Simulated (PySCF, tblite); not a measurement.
# CH₇F₃NPSi₂: a rotation path, then NMR shifts on frames, part 2 of 2

tblite 0.8.0 and PySCF 2.14.0. Atoms count from 0. Earlier steps stand in the parts before.

## Step 5: Shielding tensors: image 3, PBE0/pcSseg-1

The job: settings as JSON, then the geometry in Å.

```
{"job": {"kind": "nmr", "xc": "PBE0", "basis": "pcSseg-1", "pop": false}, "charge": 0, "multiplicity": 1}
F     -2.631600    -0.788000     0.251300
C     -1.361900    -0.930200     0.691200
F     -0.859200    -1.979500     0.018300
F     -1.460500    -1.330000     1.975900
Si    -0.335500     0.717400     0.531800
P     -1.566600     2.019500    -0.795800
N      1.122800     0.306300    -0.270400
Si     2.159300    -1.111200    -0.136100
H     -0.140000     1.095800     1.939800
H     -1.045900     3.211600    -0.319200
H     -2.660900     2.073800     0.050600
H      1.474400     1.014900    -0.893400
H      3.399200    -0.691300    -0.788900
H      1.556700    -2.248200    -0.821700
H      2.345400    -1.352900     1.292800
```

Level: GIAO PBE0/pcSseg-1 NMR shielding, non-relativistic, gas phase.

What it wrote:

```text
coarse grid: 14624 points
cycle   1  E = -1315.9375966945  dE =  8.552e-01  |g| = 9.153e-01  |ddm| = 3.486e+00
cycle   2  E = -1315.7631157966  dE =  1.745e-01  |g| = 1.388e+00  |ddm| = 1.324e+00
cycle   3  E = -1316.0831133529  dE = -3.200e-01  |g| = 4.993e-02  |ddm| = 8.577e-01
cycle   4  E = -1316.0835375708  dE = -4.242e-04  |g| = 2.964e-02  |ddm| = 9.630e-02
cycle   5  E = -1316.0837249106  dE = -1.873e-04  |g| = 1.103e-02  |ddm| = 3.932e-02
cycle   6  E = -1316.0837460732  dE = -2.116e-05  |g| = 1.976e-03  |ddm| = 8.906e-03
cycle   7  E = -1316.0837469331  dE = -8.600e-07  |g| = 3.178e-04  |ddm| = 2.614e-03
final grid: 130400 points
cycle   8  E = -1316.1451924723  dE = -3.661e-05  |g| = 6.940e-03  |ddm| = 2.166e-02
cycle   9  E = -1316.1451820138  dE =  1.046e-05  |g| = 1.027e-02  |ddm| = 1.302e-02
cycle  10  E = -1316.1452018180  dE = -1.980e-05  |g| = 4.948e-04  |ddm| = 7.719e-03
cycle  11  E = -1316.1452018544  dE = -3.631e-08  |g| = 2.801e-04  |ddm| = 7.734e-04
cycle  12  E = -1316.1452018703  dE = -1.599e-08  |g| = 7.979e-05  |ddm| = 2.731e-04
cycle  13  E = -1316.1452018713  dE = -9.295e-10  |g| = 2.003e-05  |ddm| = 6.529e-05
converged SCF energy = -1316.1452018713

GIAO shielding tensors (ppm)
atom      isotropic    diamagn.    paramagn.     s11        s22        s33       span
  0 F      245.297     473.994    -228.696    152.699    254.264    328.929    176.230
  1 C       48.170     250.788    -202.618     42.589     47.725     54.196     11.607
  2 F      244.327     476.888    -232.561    148.250    263.893    320.838    172.588
  3 F      237.037     473.891    -236.854    140.103    245.793    325.214    185.111
  4 Si     357.313     880.666    -523.353    322.587    354.178    395.175     72.588
  5 P      615.610     967.631    -352.021    555.981    619.271    671.577    115.596
  6 N      262.785     325.385     -62.600    240.455    270.320    277.580     37.125
  7 Si     401.278     879.199    -477.920    357.626    391.564    454.645     97.019
  8 H       26.037      29.389      -3.353     23.409     23.833     30.868      7.459
  9 H       30.413      29.593       0.819     25.161     27.183     38.894     13.732
 10 H       30.284      29.541       0.743     24.235     28.056     38.560     14.325
 11 H       31.935      33.198      -1.264     21.968     30.433     43.403     21.435
 12 H       27.026      28.484      -1.458     23.217     25.234     32.628      9.411
 13 H       26.646      29.428      -2.782     22.355     26.287     31.297      8.943
 14 H       26.912      29.106      -2.194     23.567     25.150     32.021      8.454
```

It took 24 s on 1 thread of INTEL XEON PLATINUM 8581C at 2.30GHz, shared host; peak memory 0.96 GiB.

This run: δ C1 138.8, F3 -66.1, F2 -73.4, F0 -74.4, H8 5.68, H13 5.07 ppm.

## Step 6: Shielding tensors: image 5, PBE0/pcSseg-1

The job: settings as JSON, then the geometry in Å.

```
{"job": {"kind": "nmr", "xc": "PBE0", "basis": "pcSseg-1", "pop": false}, "charge": 0, "multiplicity": 1}
F     -2.319600    -1.022600    -0.206000
C     -1.340000    -0.933300     0.717400
F     -0.614600    -2.060800     0.596600
F     -1.952100    -1.022000     1.917100
Si    -0.321100     0.715900     0.564800
P     -1.575400     2.039900    -0.718700
N      1.106100     0.309400    -0.291600
Si     2.133100    -1.119600    -0.214000
H     -0.086200     1.072100     1.972700
H     -1.040900     3.222600    -0.233700
H     -2.654400     2.089700     0.149700
H      1.447000     1.024400    -0.912900
H      3.355500    -0.690800    -0.893500
H      1.504400    -2.226500    -0.924800
H      2.353900    -1.390400     1.203300
```

Method: GIAO PBE0/pcSseg-1 NMR shielding, non-relativistic, gas phase.

What it wrote:

```text
coarse grid: 14624 points
cycle   1  E = -1315.9388741903  dE =  8.582e-01  |g| = 9.128e-01  |ddm| = 3.486e+00
cycle   2  E = -1315.7654646301  dE =  1.734e-01  |g| = 1.383e+00  |ddm| = 1.342e+00
cycle   3  E = -1316.0837359859  dE = -3.183e-01  |g| = 5.024e-02  |ddm| = 8.688e-01
cycle   4  E = -1316.0841605884  dE = -4.246e-04  |g| = 2.982e-02  |ddm| = 9.598e-02
cycle   5  E = -1316.0843465755  dE = -1.860e-04  |g| = 1.106e-02  |ddm| = 3.905e-02
cycle   6  E = -1316.0843677121  dE = -2.114e-05  |g| = 1.952e-03  |ddm| = 8.992e-03
cycle   7  E = -1316.0843685607  dE = -8.486e-07  |g| = 3.227e-04  |ddm| = 2.617e-03
final grid: 130400 points
cycle   8  E = -1316.1464015374  dE = -3.663e-05  |g| = 7.160e-03  |ddm| = 2.227e-02
cycle   9  E = -1316.1463900210  dE =  1.152e-05  |g| = 1.066e-02  |ddm| = 1.366e-02
cycle  10  E = -1316.1464115603  dE = -2.154e-05  |g| = 5.023e-04  |ddm| = 8.229e-03
cycle  11  E = -1316.1464115978  dE = -3.751e-08  |g| = 2.865e-04  |ddm| = 7.833e-04
cycle  12  E = -1316.1464116145  dE = -1.670e-08  |g| = 7.893e-05  |ddm| = 2.809e-04
cycle  13  E = -1316.1464116154  dE = -9.047e-10  |g| = 1.925e-05  |ddm| = 6.361e-05
converged SCF energy = -1316.1464116154

GIAO shielding tensors (ppm)
atom      isotropic    diamagn.    paramagn.     s11        s22        s33       span
  0 F      248.655     474.964    -226.310    152.554    261.609    331.802    179.248
  1 C       48.145     250.728    -202.583     40.368     49.468     54.600     14.233
  2 F      246.727     476.554    -229.827    153.420    263.323    323.439    170.019
  3 F      241.702     473.283    -231.580    140.830    257.414    326.863    186.032
  4 Si     360.319     880.735    -520.416    324.942    356.634    399.381     74.439
  5 P      617.394     967.561    -350.167    562.586    620.249    669.348    106.762
  6 N      262.561     325.474     -62.914    240.617    269.503    277.562     36.946
  7 Si     400.597     879.120    -478.523    359.034    391.431    451.326     92.292
  8 H       26.097      29.363      -3.266     23.215     24.029     31.048      7.833
  9 H       30.435      29.551       0.884     25.184     27.178     38.941     13.757
 10 H       30.341      29.381       0.960     24.459     27.874     38.690     14.231
 11 H       31.974      33.256      -1.282     21.986     30.567     43.369     21.383
 12 H       27.038      28.516      -1.478     23.185     25.311     32.619      9.434
 13 H       26.701      29.488      -2.787     22.740     25.921     31.442      8.702
 14 H       26.879      29.108      -2.229     23.700     24.999     31.939      8.239
```

Wall time 22 s (1 thread of INTEL XEON PLATINUM 8581C at 2.30GHz, shared host); peak memory 0.96 GiB.

In short: δ C1 138.8, F3 -70.8, F2 -75.8, F0 -77.7, H8 5.62, H13 5.02 ppm.

## Step 7: NMR shieldings: image 8, PBE0/pcSseg-1

The job: settings as JSON, then the geometry in Å.

```
{"job": {"kind": "nmr", "xc": "PBE0", "basis": "pcSseg-1", "pop": false}, "charge": 0, "multiplicity": 1}
F     -1.521000    -1.517900    -0.458700
C     -1.284500    -0.940000     0.733300
F     -0.636600    -1.864000     1.472300
F     -2.492400    -0.784400     1.317800
Si    -0.304700     0.728800     0.595100
P     -1.602600     2.090000    -0.601800
N      1.094300     0.337500    -0.313900
Si     2.067600    -1.127900    -0.319300
H     -0.013400     1.044900     2.002100
H     -1.042300     3.250500    -0.094200
H     -2.645300     2.108200     0.309800
H      1.424100     1.064200    -0.928000
H      3.246500    -0.745600    -1.096600
H      1.313200    -2.199000    -0.961700
H      2.392600    -1.437300     1.070100
```

With the program's defaults for keys left out, this is: GIAO PBE0/pcSseg-1 NMR shielding, non-relativistic, gas phase.

What it wrote:

```text
coarse grid: 14624 points
cycle   1  E = -1315.9403444828  dE =  8.539e-01  |g| = 9.131e-01  |ddm| = 3.490e+00
cycle   2  E = -1315.7680784013  dE =  1.723e-01  |g| = 1.381e+00  |ddm| = 1.337e+00
cycle   3  E = -1316.0850755550  dE = -3.170e-01  |g| = 5.038e-02  |ddm| = 8.641e-01
cycle   4  E = -1316.0855109274  dE = -4.354e-04  |g| = 2.933e-02  |ddm| = 9.451e-02
cycle   5  E = -1316.0856886292  dE = -1.777e-04  |g| = 1.106e-02  |ddm| = 3.798e-02
cycle   6  E = -1316.0857093661  dE = -2.074e-05  |g| = 1.961e-03  |ddm| = 8.828e-03
cycle   7  E = -1316.0857102167  dE = -8.505e-07  |g| = 3.201e-04  |ddm| = 2.614e-03
final grid: 130400 points
cycle   8  E = -1316.1475564113  dE = -3.693e-05  |g| = 7.307e-03  |ddm| = 2.157e-02
cycle   9  E = -1316.1475447424  dE =  1.167e-05  |g| = 1.087e-02  |ddm| = 1.366e-02
cycle  10  E = -1316.1475666136  dE = -2.187e-05  |g| = 4.703e-04  |ddm| = 8.074e-03
cycle  11  E = -1316.1475666432  dE = -2.962e-08  |g| = 2.922e-04  |ddm| = 7.427e-04
cycle  12  E = -1316.1475666603  dE = -1.712e-08  |g| = 7.586e-05  |ddm| = 2.715e-04
cycle  13  E = -1316.1475666611  dE = -8.454e-10  |g| = 1.891e-05  |ddm| = 6.541e-05
converged SCF energy = -1316.1475666611

GIAO shielding tensors (ppm)
atom      isotropic    diamagn.    paramagn.     s11        s22        s33       span
  0 F      249.141     476.253    -227.112    151.488    269.476    326.458    174.970
  1 C       48.474     250.950    -202.476     43.268     47.799     54.355     11.087
  2 F      246.235     475.557    -229.322    150.425    263.647    324.635    174.210
  3 F      251.965     473.117    -221.152    155.595    268.388    331.912    176.317
  4 Si     367.427     880.628    -513.201    326.854    363.084    412.343     85.489
  5 P      620.793     967.606    -346.813    563.857    623.216    675.307    111.450
  6 N      265.902     325.745     -59.843    244.046    275.391    278.270     34.224
  7 Si     401.583     879.484    -477.901    360.346    392.368    452.035     91.688
  8 H       26.128      29.288      -3.160     23.132     24.031     31.220      8.089
  9 H       30.451      29.514       0.936     25.189     27.274     38.888     13.699
 10 H       30.307      29.400       0.906     24.221     27.951     38.748     14.527
 11 H       31.938      33.299      -1.362     22.028     30.356     43.429     21.401
 12 H       27.038      28.647      -1.609     23.239     25.229     32.646      9.407
 13 H       26.773      29.720      -2.947     22.761     26.170     31.387      8.627
 14 H       26.875      29.233      -2.358     23.679     25.001     31.944      8.265
```

Run time: 21 s. Hardware: 1 thread of INTEL XEON PLATINUM 8581C at 2.30GHz, shared host; peak memory 0.96 GiB.

Key values: δ C1 138.5, F2 -75.3, F0 -78.2, F3 -81.0, H8 5.59, H13 4.94 ppm.

## Step 8: Run by run: NMR shifts

Shifts (ppm) of some atoms, chosen among heavy atoms and hydrogens apart, with basis size and wall time:

```
  frame    H8   H13     F3     F2     F0    Si4      P5  functions  time
image 0  5.59  4.94  -75.2  -78.3  -81.0  -18.2  -302.0        192  33 s
image 1  5.61  5.01  -73.4  -76.3  -78.9  -15.7  -301.1        192  24 s
image 3  5.68  5.07  -66.1  -73.4  -74.4   -8.2  -297.2        192  24 s
image 5  5.62  5.02  -70.8  -75.8  -77.7  -11.2  -299.0        192  22 s
image 8  5.59  4.94  -81.0  -75.3  -78.2  -18.3  -302.4        192  21 s
```

## Step 9: Summary of results

The summary covers parts 1 to 2.

```
                                         quantity                                          value
                                          barrier             0.042 eV (1.0 kcal/mol) at image 3
                            end to end (GFN2-xTB)                                       0.000 eV
  13C shifts against TMS (PBE0/pcSseg-1, image 0)                                      138.4 ppm
   1H shifts against TMS (PBE0/pcSseg-1, image 0)  5.59, 4.94, 4.84, 4.67, 1.42, 1.28, -0.23 ppm
19F shifts against CFCl3 (PBE0/pcSseg-1, image 0)                        -75.2, -78.3, -81.0 ppm
 29Si shifts against TMS (PBE0/pcSseg-1, image 0)                               -18.2, -52.5 ppm
31P shifts against H3PO4 (PBE0/pcSseg-1, image 0)                                     -302.0 ppm
  15N shifts against NH3 (PBE0/pcSseg-1, image 0)                                        1.6 ppm
            surface potential, 1st and 99th percentile                             -0.75 V and 1.95 V
                         range of the shift of F3                             -81.0 to -66.1 ppm
```

What this shows: Along the band the dihedral turns by 121°, and the top (dihedral -130°) lies 1.0 kcal/mol above the start (GFN2-xTB, rough), so at room temperature this motion is fast. The top was not checked by a frequency run. Shifts at one fixed geometry are not the observed spectrum, which averages over the motion. At PBE0/pcSseg-1, counted by nearest atom on the grid, the HOMO lies on N6 50 %; H8 11 %, the LUMO on H11 16 %; Si4 13 %. In ppm, F3 moves most: its shift spreads over 14.9 ppm, from -81.0 (image 8) to -66.1 (image 3).
